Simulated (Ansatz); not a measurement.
# TaSi2: the cost of one run

Computed with Ansatz 0.2.0 (DFT r2SCAN, scalar-relativistic, plane waves, PAW, unless a step's input says otherwise).

The COD entry's cell or inner coordinates are ideal or old and differ from later refinements, so a difference from it is no clean test against experiment.

## 1. The system as given

Symmetry: Pn-3m, No. 224, cubic system. The conventional cell has a = 4.518 Å, b = 4.518 Å, c = 4.518 Å, α = 90.00°, β = 90.00°, γ = 90.00°. Around Ta (site symmetry -43m) lie 4 Si at 1.96 Å. Si (site symmetry -3m) is surrounded by 2 Ta at 1.96 Å.

As a file:

```cif
data_structure
_symmetry_space_group_name_H-M 'Pn-3m:1'
_symmetry_Int_Tables_number 224
_cell_length_a 4.5183
_cell_length_b 4.5183
_cell_length_c 4.5183
_cell_angle_alpha 90.000
_cell_angle_beta 90.000
_cell_angle_gamma 90.000
_cell_volume 92.24
loop_
_atom_site_label
_atom_site_type_symbol
_atom_site_symmetry_multiplicity
_atom_site_Wyckoff_symbol
_atom_site_fract_x
_atom_site_fract_y
_atom_site_fract_z
_atom_site_occupancy
Ta1 Ta 2 a 0.00000 0.00000 0.00000 1
Si1 Si 4 b 0.25000 0.25000 0.25000 1
```

This is candidate A: cuprite type (Pn-3m, No. 224).

(A quick probe on a coarse mesh, which set the mesh and smearing, is not shown.)

## 3. Rough relaxation on the coarse mesh (candidate A)

Input file input.yaml:

```yaml
crystal:
  lattice:
    - [4.5182925375, 0.0, 0.0]
    - [0.0, 4.5182925375, 0.0]
    - [0.0, 0.0, 4.5182925375]
  atoms:
    - { symbol: Ta, position: [0.0, 0.0, 0.0] }
    - { symbol: Ta, position: [0.5, 0.5, 0.5] }
    - { symbol: Si, position: [0.25, 0.25, 0.25] }
    - { symbol: Si, position: [0.25, 0.75, 0.75] }
    - { symbol: Si, position: [0.75, 0.75, 0.25] }
    - { symbol: Si, position: [0.75, 0.25, 0.75] }
basis:
  ecutwfc: 500
kpoints:
  mp_grid: { grid: [4, 4, 4] }
hamiltonian:
  xc: r2scan
scf:
  occupations: { method: gaussian, width: 0.1 }
  lower_state_search: "off"
output:
  forces: true
  stress: true
  eigenvalues: true
relax:
  adjacent_minimum: "off"
  f_tol: 0.04
  max_steps: 70
  cell: { stress_tol: 0.4 }
```

The run is started by

```console
> ansatz run input.yaml --threads 1 --pin off --max-ram 3072MiB --backend cpu --events-out ev --progress --plain --runs-dir out
```

What time and memory should one allow on 1 thread of AMD EPYC 9R45 (Zen 5), shared host?

About 17 s, with a peak of 0.88 GiB.
